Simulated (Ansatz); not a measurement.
# BSiH4O2F (SMILES OB(F)O[SiH3]): UCCSD/6-31G(d) (density fitting with def2-universal-jkfit, Cartesian functions)

What is the vertical electron affinity of BSiH4O2F at UCCSD/6-31G* (density fitting with def2-universal-jkfit, Cartesian functions)? 

The calculation is run with Ansatz 0.2.0.

4 further runs of the same task are left out: 1 for a known fault of the program, 3 set aside as unsound or not needed.

## (1) The molecule

BSiH4O2F has 9 atoms, charge 0, and is taken as a singlet. SMILES: `OB(F)O[SiH3]`. Geometry: relaxed at PBE0-D4/def2-TZVP. This is one conformer, not always the lowest.

Bond lengths: O1–B2 1.359 Å, B2–F3 1.334 Å, B2–O4 1.348 Å, O4–Si5 1.655 Å, O1–H6 0.960 Å, Si5–H7 1.480 Å, Si5–H8 1.484 Å, Si5–H9 1.484 Å. Some angles: O1–B2–F3 120.0°, O1–B2–O4 121.1°, F3–B2–O4 118.9°, B2–O4–Si5 131.9°, B2–O1–H6 113.4°, O4–Si5–H7 106.4°, O4–Si5–H8 110.2°, O4–Si5–H9 110.2°, H7–Si5–H8 110.1°, H7–Si5–H9 110.1°.

## (2) Energy and forces at UCCSD/6-31G(d) (density fitting with def2-universal-jkfit, Cartesian functions)

File input.yaml:

```yaml
crystal:
  periodic: [false, false, false]
  atoms:
    - symbol: O
      position_ang: [-1.614100, 0.556700, 0.394000]
    - symbol: B
      position_ang: [-0.395400, 1.157100, 0.352700]
    - symbol: F
      position_ang: [-0.277300, 2.450800, 0.657900]
    - symbol: O
      position_ang: [0.708900, 0.466900, 0.006200]
    - symbol: Si
      position_ang: [0.934200, -1.114900, -0.425000]
    - symbol: H
      position_ang: [-2.322500, 1.149900, 0.654100]
    - symbol: H
      position_ang: [2.381900, -1.273900, -0.690900]
    - symbol: H
      position_ang: [0.154500, -1.427600, -1.647800]
    - symbol: H
      position_ang: [0.518200, -2.011000, 0.681800]
basis:
  gaussian:
    orbitals: "6-31G*"
    fitting:
      mean_field: def2-universal-jkfit
magnetization:
  spin_polarized: true
  initial_magnetization: 0
correlation:
  method: ccsd
  electrons: outside_noble_gas
output:
  forces: true
```

Run with:

```
$ ansatz run input.yaml --threads 1 --pin off --max-ram 2610MiB --events-out events.jsonl --progress --plain --runs-dir runs
```

Standard output (excerpt; [...] marks lines left out):

```text
Warning: RAYON_NUM_THREADS=1 ignored (pool sized by the plan → 1); use --threads N
Functional definition: HF
  name "HF"
[...]
506 factors; integrals over basis functions are off by at most 7.7e-2 eV
[...]
mean field -15382.81921831 eV, -565.3081794236 hartree, gradient 1.2e-6 eV, S^2 0.000000; 0 other end points of the search recorded, 0 dependent functions left out
9 core orbitals not correlated: weight in the atoms' cores, before any rotation towards them, 1.000 or more for the frozen orbitals, at most 0.000 for the correlated occupied ones
reference -15382.81921831 eV, -565.3081794236 hartree; 15, 15 occupied and 63, 63 virtual orbitals, 506 factors
second order -18.31663724 eV of doubles, -0.00000000 eV of singles
cycle   1  -18.50926184 eV  change   -1.9e-1 eV  update   1.0e-1
[...]
cycle  10  -19.08449652 eV  change   -4.9e-6 eV  update   3.9e-6
[...]
Total energy: -15401.90371483 eV, -566.0095217346 hartree
Atom 0 at    -1.614100     0.556700     0.394000 Å, force     0.013159    -0.553599    -0.140234 eV/Å
Atom 1 at    -0.395400     1.157100     0.352700 Å, force    -0.022414    -0.012135    -0.000502 eV/Å
Atom 2 at    -0.277300     2.450800     0.657900 Å, force     0.011173     0.438672     0.108409 eV/Å
Atom 3 at     0.708900     0.466900     0.006200 Å, force     0.257716     0.461095     0.075344 eV/Å
Atom 4 at     0.934200    -1.114900    -0.425000 Å, force     0.007273    -0.495230    -0.124872 eV/Å
Atom 5 at    -2.322500     1.149900     0.654100 Å, force    -0.314175     0.338624     0.134075 eV/Å
Atom 6 at     2.381900    -1.273900    -0.690900 Å, force     0.090020    -0.037381    -0.023317 eV/Å
Atom 7 at     0.154500    -1.427600    -1.647800 Å, force    -0.033230    -0.051575    -0.088988 eV/Å
Atom 8 at     0.518200    -2.011000     0.681800 Å, force    -0.009524    -0.088471     0.060086 eV/Å
Dipole moment:    -0.270792    -0.103321     0.016900 e Å
```

Run time: 20 s. Hardware: 1 thread of AMD EPYC 9R45 (Zen 5), shared host; peak memory 0.79 GiB.

## (3) The doublet anion

input.yaml: that of step 2 with these lines changed.

```diff
@@ -26,5 +26,2 @@
       mean_field: def2-universal-jkfit
-magnetization:
-  spin_polarized: true
-  initial_magnetization: 0
 correlation:
@@ -34 +31,5 @@
   forces: true
+total_charge: -1
+magnetization:
+  spin_polarized: true
+  initial_magnetization: 1
```

Run with:

```
$ ansatz run input.yaml --threads 1 --pin off --max-ram 2610MiB --events-out events.jsonl --progress --plain --runs-dir runs
```

Standard output (excerpt; [...] marks lines left out):

```text
Warning: RAYON_NUM_THREADS=1 ignored (pool sized by the plan → 1); use --threads N
[... 2 set-up lines as earlier in the session ...]
[...]
506 factors; integrals over basis functions are off by at most 7.7e-2 eV
[...]
mean field -15379.47321540 eV, -565.1852160846 hartree, gradient 2.9e-6 eV, S^2 0.755369; 2 other end points of the search recorded, 0 dependent functions left out
determinant -15379.47321540 eV, -565.1852160846 hartree, with singles and doubles -15398.94058160 eV, -565.9006285971 hartree
determinant -15377.68389438 eV, -565.1194597501 hartree, with singles and doubles -15397.16370286 eV, -565.8353295076 hartree
determinant -15377.47101822 eV, -565.1116366953 hartree, with singles and doubles -15397.03756346 eV, -565.8306939701 hartree
9 core orbitals not correlated: weight in the atoms' cores, before any rotation towards them, 1.000 or more for the frozen orbitals, at most 0.000 for the correlated occupied ones
[...]
cycle  11  -19.46881770 eV  change   -1.2e-6 eV  update   7.0e-7
[...]
Total energy: -15398.94203310 eV, -565.9006819386 hartree
Atom 0 at    -1.614100     0.556700     0.394000 Å, force    -0.760877    -0.566757    -0.022052 eV/Å
Atom 1 at    -0.395400     1.157100     0.352700 Å, force     1.454881    -1.566771    -0.621705 eV/Å
Atom 2 at    -0.277300     2.450800     0.657900 Å, force    -0.302746     1.349775     0.385749 eV/Å
Atom 3 at     0.708900     0.466900     0.006200 Å, force    -0.320611     2.986165     0.797843 eV/Å
Atom 4 at     0.934200    -1.114900    -0.425000 Å, force     0.350859    -3.290598    -0.878029 eV/Å
Atom 5 at    -2.322500     1.149900     0.654100 Å, force    -0.406728     0.556827     0.203340 eV/Å
Atom 6 at     2.381900    -1.273900    -0.690900 Å, force     0.345951     0.293472     0.019581 eV/Å
Atom 7 at     0.154500    -1.427600    -1.647800 Å, force    -0.231071     0.199732    -0.265242 eV/Å
Atom 8 at     0.518200    -2.011000     0.681800 Å, force    -0.129659     0.038156     0.380514 eV/Å
Dipole moment:    -0.988330     1.280894     0.476064 e Å
```

It took 38 s on 1 thread of AMD EPYC 9R45 (Zen 5), shared host; peak memory 0.81 GiB.

## (4) What came out

At UCCSD/6-31G* (density fitting with def2-universal-jkfit, Cartesian functions), 9 core orbitals frozen:

| quantity | value |
| --- | --- |
| singlet BSiH4O2F: total energy | -566.00952 Eh |
| singlet BSiH4O2F: dipole moment (correlated density) | 1.39 D |
| singlet BSiH4O2F: correlation energy (9 core orbitals frozen) | -701.3 mEh |
| singlet BSiH4O2F: T1 diagnostic | 0.013 |
| singlet BSiH4O2F: largest force on an atom | 0.571 eV/Å |
| doublet anion: total energy | -565.90068 Eh |
| doublet anion: correlation energy (9 core orbitals frozen) | -715.5 mEh |
| doublet anion: ⟨S²⟩ of the reference determinant | 0.755 |
| doublet anion: T1 diagnostic | 0.019 |
| doublet anion: largest force on an atom | 3.424 eV/Å |
| vertical electron affinity (to the doublet anion) | -2.962 eV |

**Reading.** The anion lies 2.96 eV (286 kJ/mol) above the neutral: the electron isn't bound at this level, and such a value depends on the basis. Without diffuse functions anions come out too high. The largest force (singlet BSiH4O2F) is 0.57 eV/Å: the shape isn't a stationary point for this species at this level. Mulliken charges (doublet anion) run from -0.61 on O1 to +0.67 on B2; they depend strongly on the basis.
